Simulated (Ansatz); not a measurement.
# The tin atom (triplet): wave-function methods side by side, def2-TZVP

How much of the correlation energy of the tin atom (triplet) does each wave-function method recover here?

Method: def2-TZVP, core rule «outside noble gas», up to 9 orbitals frozen; program: Ansatz 0.2.0, Gaussian basis.

To be run: CCSD(T) on UHF; BCCD(T) on ROHF; CISD; CCSDT(Q) on ROHF; CCSDT(Q) on UHF; CASSCF and MRCISD+Q, 4 electrons in 4 orbitals; CASSCF and MRCISD+Q(relaxed), 4 electrons in 4 orbitals; CASSCF and NEVPT4(SD), 4 electrons in 4 orbitals; CASSCF and NEVPT2, 4 electrons in 4 orbitals; Full CI.

## Step 1: The atom

A free atom, in its lowest state of this spin that the program finds. No spin-orbit coupling is included. Elements past krypton take def2 core potentials.

1 atom, charge 0, spin multiplicity 3.

## Step 2: CCSD(T) on UHF

Input file in.yaml:

```yaml
crystal:
  periodic: [false, false, false]
  atoms:
    - {symbol: Sn, position_ang: [0.000000, 0.000000, 0.000000]}
basis:
  gaussian: {orbitals: def2-TZVP}
magnetization: {spin_polarized: true, initial_magnetization: 2}
correlation: {method: ccsd_t, electrons: outside_noble_gas}
```

On the command line:

```bash
$ ansatz run in.yaml --threads 1 --pin off --events-out ev --progress --plain --max-ram 3916MiB
```

The runs that follow: BCCD(T) on ROHF; CISD; CCSDT(Q) on ROHF; CCSDT(Q) on UHF; CASSCF and MRCISD+Q, 4 electrons in 4 orbitals; CASSCF and MRCISD+Q(relaxed), 4 electrons in 4 orbitals; CASSCF and NEVPT4(SD), 4 electrons in 4 orbitals; CASSCF and NEVPT2, 4 electrons in 4 orbitals; Full CI.

Before running them: what should the planned runs give, taken together? Wanted: FCI below the UHF energy; UMP2 from FCI; UCCSD(T) from FCI; UCCSDT(Q) from FCI; NEVPT2 valence from FCI; NEVPT4(SD) valence from FCI; MRCISD+Q valence from FCI; effectively unpaired electrons.

The runs gave:

| quantity | value |
| --- | --- |
| FCI below the UHF energy | -1.5602 eV |
| UMP2 from FCI | +37.6 kJ/mol |
| UCCSD(T) from FCI | -0.4 kJ/mol |
| UCCSDT(Q) from FCI | -1.7 kJ/mol |
| NEVPT2 valence from FCI | +29.6 kJ/mol |
| NEVPT4(SD) valence from FCI | +2.2 kJ/mol |
| MRCISD+Q valence from FCI | -1.0 kJ/mol |
| levels within 1 kcal/mol (43 meV) | UCCSD, UCCSD(T), BCCD(T), UCCSDT, UCCSDT(Q), NEVPT4(SD) valence, MRCISD+Q valence, MRCISD+Q(relaxed) valence |
| effectively unpaired electrons | 2.03 |

**Reading.** UCCSD(T) lands -0.4 kJ/mol from the yardstick (0.3 % of the correlation energy). UCCSD(T), UCCSDT, UCCSDT(Q), MRCISD+Q valence, MRCISD+Q(relaxed) valence fall below full CI: unrestricted runs freeze a spin-polarised core, another one than full CI's, and coupled cluster isn't variational. One determinant dominates. Of the multireference levels listed MRCISD+Q valence comes nearest in total energy (-1.0 kJ/mol), which doesn't show that its space is the better one. These misses are within one basis, not against nature; the frozen cores of restricted and unrestricted runs differ, which can shift their rows.
